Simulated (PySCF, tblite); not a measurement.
# C₇H₅N₂O radical: geometry, infrared bands and EPR parameters

What infrared bands and EPR parameters should C₇H₅N₂O radical (`C=C(C#CC#N)[N]C(C)=O`) show?

Programs: tblite 0.8.0 and PySCF 2.14.0, with density-fitted response routines of our own. Each step states its level of theory. These are calculated values for one molecule in the gas phase, unless marked as measured. Atoms count from 0, in the outputs and in this text.

### Step 1. The starting structure

15 atoms, charge 0, multiplicity 2; geometry from: force field or distance geometry start.

Bonds of the start (Å): C0–C1 1.31, C1–C2 1.43, C2–C3 1.21, C3–C4 1.43, C4–N5 1.18, C1–N6 1.44, N6–C7 1.43, C7–C8 1.49, C7–O9 1.27, C0–H10 1.08, C0–H11 1.07, C8–H12 1.10, C8–H13 1.12, C8–H14 1.12.

### Step 2. Relaxing the molecule with GFN2-xTB

The job: settings as JSON, then the geometry in Å.

```
{"job": {"kind": "relax", "xc": "GFN2-xTB", "basis": "xTB"}, "charge": 0, "multiplicity": 2}
C     -0.447200     2.205800    -0.680600
C     -0.540100     0.991100    -0.192400
C     -1.724500     0.191300    -0.207500
C     -2.740200    -0.464000    -0.231300
C     -3.915300    -1.275000    -0.221900
N     -4.882100    -1.949200    -0.246200
N      0.619300     0.402300     0.416700
C      1.379900    -0.617600    -0.235300
C      2.797500    -0.828400     0.154500
O      0.804400    -1.315000    -1.126600
H     -1.271100     2.727800    -1.151800
H      0.491600     2.703900    -0.600200
H      3.386800     0.077900    -0.030500
H      3.226400    -1.702400    -0.402800
H      2.810100    -1.140600     1.228400
```

On the command line:

```console
> OMP_NUM_THREADS=1 python probes_run.py task.json out
```

This one command runs all jobs of the session in turn.

**Question.** This job is followed by: GFN2-xTB harmonic vibrations, gas phase; UKS B3LYP, pcH-1 on C H N O, non-relativistic, mean-field spin-orbit, GIAO. What will the session give for the following? strongest single infrared mode (GFN2-xTB); zero-point energy (GFN2-xTB); g(iso) (B3LYP); ⟨S²⟩; largest a(iso) (averaged by class); potential on the surface of density 0.002 e/bohr³, 1st and 99th percentile.

**Answer**, as computed:

| quantity | value |
| --- | --- |
| strongest single infrared mode (GFN2-xTB) | 1634 cm⁻¹, 196 km/mol |
| zero-point energy (GFN2-xTB) | 61.5 kcal/mol |
| g(iso) (B3LYP) | 2.00433 |
| ⟨S²⟩ | 0.786 (exact 0.75) |
| largest a(iso) (averaged by class) | 13C on C0, 51.5 MHz |
| potential on the surface of density 0.002 e/bohr³, 1st and 99th percentile | -1.59 V and 1.59 V |

**Reading.** The optimisation took 86 steps and gained 0.979 eV; among the close pairs (by a distance rule), C1–N6 changed most, from 1.436 to 1.322 Å. The lowest mode is imaginary (37i cm⁻¹), so the xTB geometry is not a minimum: the zero-point energy counts the real modes alone, and all values at this geometry belong to a saddle point. The strongest single mode, at 1634 cm⁻¹, moves mainly C7 and O9. GFN2-xTB is a fitted tight-binding method: band positions and strengths are rough. Its intensities can rank the bands wrongly. The largest spin populations lie on C0 (0.65 e), N6 (0.50 e). The isotropic g lies 2.0 ppt above the free-electron value. These values are for one conformer; the search (at its own cheap level) found 2 more, at 0.53, 2.51 kcal/mol, and measured spectra average over such forms.
